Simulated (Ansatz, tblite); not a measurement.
# B9P9 wurtzite hole sphere (B9P9H24): rung by rung

Aim: run the singlet of B9P9 wurtzite hole sphere (B9P9H24) at one geometry on many levels, and compare frontier levels, spin and run time.

Computed with Ansatz 0.2.0, Gaussian basis. Level: as each input shows.

Plan: GFN1-xTB, GFN2-xTB, PBE-D4/def2-TZVP, r2SCAN-D4/def2-TZVP, PBE+5HF/def2-SVP, PBE+10HF/def2-SVP, PBE+15HF/def2-SVP, PBE+35HF/def2-SVP, PBE+50HF/def2-SVP, PBE-D4/def2-SVP, PBE0-D4/def2-SVP.

1 further run of the same task is left out (set aside as unsound or not needed). Runs told in other sessions of the task aren't counted.

**1. The geometry**

The geometry is that of the singlet, from an earlier relaxation (PBE-D4/def2-SVP).

42 atoms, charge 0, spin multiplicity 1.

Bond lengths: B1–P2 1.964 Å, B1–P3 1.959 Å, B1–H19 1.223 Å, B1–H20 1.223 Å, P2–B5 1.954 Å, P2–H21 1.429 Å, P2–H22 1.429 Å, P3–B4 1.959 Å, P3–B11 1.959 Å, P3–H23 1.430 Å, B4–P6 1.989 Å, B4–P7 1.959 Å, B4–H24 1.222 Å, B5–P6 1.966 Å, B5–P12 1.966 Å, B5–H25 1.220 Å, P6–B9 1.966 Å, P6–H26 1.430 Å and more. Angles: P2–B1–P3 104.2°, P2–B1–H19 108.5°, P2–B1–H20 108.5°, P3–B1–H19 110.2°, P3–B1–H20 110.1°, H19–B1–H20 114.8°, B1–P2–B5 115.8°, B1–P2–H21 112.5°, B1–P2–H22 112.5°, B5–P2–H21 107.7°, B5–P2–H22 107.7°, H21–P2–H22 99.2°, B1–P3–B4 112.0°, B1–P3–B11 111.9°, B1–P3–H23 107.5°, B4–P3–B11 111.0°, B4–P3–H23 107.0°, B11–P3–H23 107.0° and more.

PBE0-D4/def2-TZVP was run before; its log isn't repeated, and its numbers join the tables.

**2. GFN1-xTB**

Tight binding, by tblite at 300 K electronic temperature and without a spin-polarisation term:

```python
tblite.interface.Calculator('GFN1-xTB', numbers, positions, charge=0, uhf=0).singlepoint()
```

Energy -1340.9525 eV, HOMO -10.44 eV, LUMO -5.54 eV; 0.14 s.

**3. GFN2-xTB**

Tight binding, by tblite at 300 K electronic temperature and without a spin-polarisation term:

```python
tblite.interface.Calculator('GFN2-xTB', numbers, positions, charge=0, uhf=0).singlepoint()
```

Energy -1257.6809 eV, HOMO -9.65 eV, LUMO -5.43 eV; 0.1 s.

**4. PBE-D4/def2-TZVP**

start.molden holds the orbitals of an earlier run on this state, given as this run's starting guess.

File in.yaml:

```yaml
crystal:
  periodic: [false, false, false]
  atoms:
    - {symbol: B, position_ang: [-0.000179, -3.751215, -1.035672]}
    - {symbol: P, position_ang: [-0.003227, -3.650898, 0.925652]}
    - {symbol: P, position_ang: [-0.000513, -1.878626, -1.612580]}
    - {symbol: B, position_ang: [-1.614446, -0.932259, -1.032025]}
    - {symbol: B, position_ang: [-0.000872, -1.850885, 1.685907]}
    - {symbol: P, position_ang: [-1.557750, -0.897670, 0.956215]}
    - {symbol: P, position_ang: [-1.625404, 0.937945, -1.614594]}
    - {symbol: B, position_ang: [-3.247496, 1.874853, -1.039793]}
    - {symbol: B, position_ang: [-1.603481, 0.927935, 1.684117]}
    - {symbol: P, position_ang: [-3.160723, 1.828870, 0.921701]}
    - {symbol: B, position_ang: [1.613984, -0.933362, -1.031983]}
    - {symbol: P, position_ang: [1.557067, -0.899392, 0.956238]}
    - {symbol: P, position_ang: [1.626066, 0.936823, -1.614669]}
    - {symbol: B, position_ang: [0.000682, 1.863010, -1.033621]}
    - {symbol: B, position_ang: [1.604717, 0.926240, 1.684011]}
    - {symbol: P, position_ang: [0.001036, 1.798716, 0.954734]}
    - {symbol: B, position_ang: [3.248108, 1.873938, -1.040127]}
    - {symbol: P, position_ang: [3.163293, 1.824759, 0.921384]}
    - {symbol: H, position_ang: [-1.029443, -4.304071, -1.398086]}
    - {symbol: H, position_ang: [1.031750, -4.301566, -1.394425]}
    - {symbol: H, position_ang: [-1.094833, -4.366509, 1.507619]}
    - {symbol: H, position_ang: [1.082501, -4.372369, 1.511339]}
    - {symbol: H, position_ang: [-0.000532, -1.868209, -3.042068]}
    - {symbol: H, position_ang: [-2.622472, -1.513982, -1.404101]}
    - {symbol: H, position_ang: [-0.000942, -1.843527, 2.905576]}
    - {symbol: H, position_ang: [-2.719408, -1.567600, 1.453597]}
    - {symbol: H, position_ang: [-1.614934, 0.931450, -3.044071]}
    - {symbol: H, position_ang: [-4.240116, 1.256685, -1.398996]}
    - {symbol: H, position_ang: [-3.210727, 3.042375, -1.403028]}
    - {symbol: H, position_ang: [-1.597980, 0.925294, 2.903790]}
    - {symbol: H, position_ang: [-4.328563, 1.248938, 1.506670]}
    - {symbol: H, position_ang: [-3.236161, 3.132403, 1.502650]}
    - {symbol: H, position_ang: [2.621558, -1.515808, -1.404149]}
    - {symbol: H, position_ang: [2.718142, -1.570324, 1.453602]}
    - {symbol: H, position_ang: [1.615452, 0.930032, -3.044145]}
    - {symbol: H, position_ang: [0.001157, 3.026456, -1.406944]}
    - {symbol: H, position_ang: [1.599376, 0.923819, 2.903687]}
    - {symbol: H, position_ang: [0.001679, 3.140217, 1.450732]}
    - {symbol: H, position_ang: [4.241183, 1.257845, -1.401559]}
    - {symbol: H, position_ang: [3.209269, 3.042092, -1.401175]}
    - {symbol: H, position_ang: [4.330110, 1.240510, 1.504104]}
    - {symbol: H, position_ang: [3.243064, 3.127070, 1.504474]}
basis:
  gaussian: {orbitals: def2-TZVP, fitting: {mean_field: def2-universal-jkfit}, initial_orbitals: start.molden}
hamiltonian: {xc: pbe, dispersion: d4}
scf: {omitted_lower_state_checks: [starts]}
output: {orbitals: {seedname: orbitals}}
```

Command:

```console
$ ansatz run in.yaml --threads 2 --pin off --events-out ev --progress --plain --max-ram 22528MiB --backend cuda --devices 0, --max-vram 18GiB
```

Further steps of the session: r2SCAN-D4/def2-TZVP; PBE+5HF/def2-SVP; PBE+10HF/def2-SVP; PBE+15HF/def2-SVP; PBE+35HF/def2-SVP; PBE+50HF/def2-SVP; PBE-D4/def2-SVP; PBE0-D4/def2-SVP.

**Question.** What will the summary of the whole plan be? Wanted: gap in def2-TZVP, named functionals, smallest and largest; gap over the share of exact exchange; binding an atom, functionals in def2-TZVP; PBE0 total energy, smallest basis above largest.

The runs gave:

| quantity | value |
| --- | --- |
| gap in def2-TZVP, named functionals, smallest and largest | 4.15 eV (PBE-D4), 5.97 eV (PBE0-D4) |
| gap over the share of exact exchange | 4.38 eV at 0, 8.12 eV at 0.5 |
| binding an atom, functionals in def2-TZVP | 3.58 (r2SCAN-D4) to 3.63 eV (PBE-D4) |
| PBE0 total energy, smallest basis above largest | 34.58 eV (def2-SVP, def2-TZVP) |

Orbital gaps of the named functionals in def2-TZVP span 4.15 eV (PBE-D4) to 5.97 eV (PBE0-D4); exact exchange widens it. Raising the share of exact exchange from 0 to 0.5 moves the HOMO by -2.19 eV and the LUMO by +1.55 eV.
